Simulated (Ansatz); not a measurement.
# Cu (fcc type): the cost of one run

Program: Ansatz 0.2.0. Level of theory: DFT, LDA, all-electron LAPW, scalar-relativistic. These are calculated values, not measurements.

### Step 1. Starting point

The structure is cubic, space group Fm-3m (No. 225). Conventional cell: a = 3.518 Å, b = 3.518 Å, c = 3.518 Å, α = 90.00°, β = 90.00°, γ = 90.00°. Cu (site symmetry m-3m) is surrounded by 12 Cu at 2.49 Å.

Structure file:

```
CELL_PARAMETERS angstrom
-1.75896 1.75896 0.00000
0.00000 0.00000 3.51792
1.75896 1.75896 0.00000
ATOMIC_POSITIONS crystal
Cu 0.00000 0.00000 0.00000
Cu 0.50000 0.50000 0.50000
```

Atoms are numbered in the order of the input: Cu1, Cu2.

### Step 2. Bulk in the slab's orientation, LAPW

File input.yaml:

```yaml
crystal:
  lattice:
    - [-1.7589610624, 1.7589610624, 0.0]
    - [0.0, 0.0, 3.5179221248]
    - [1.7589610624, 1.7589610624, 0.0]
  atoms:
    - { symbol: Cu, position: [0.0, 0.0, 0.0] }
    - { symbol: Cu, position: [0.5, 0.5, 0.5] }
kpoints:
  mp_grid: { grid: [15, 10, 15] }
scf:
  occupations: { method: fermi_dirac, width: 0.08 }
hamiltonian:
  xc: lda
  pseudopotentials: { kind: all_electron, lapw: { basis_error: 0.001 } }
output:
  forces: true
  stress: true
  eigenvalues: true
```

On the command line:

```console
ansatz run input.yaml --threads 2 --pin off --max-ram 4096MiB --backend cpu --events-out ev --progress --plain --runs-dir out
```

What time and memory should one allow on 2 threads of Intel Xeon 6975P-C (Granite Rapids), shared host?

About 13 s, with a peak of 0.64 GiB.
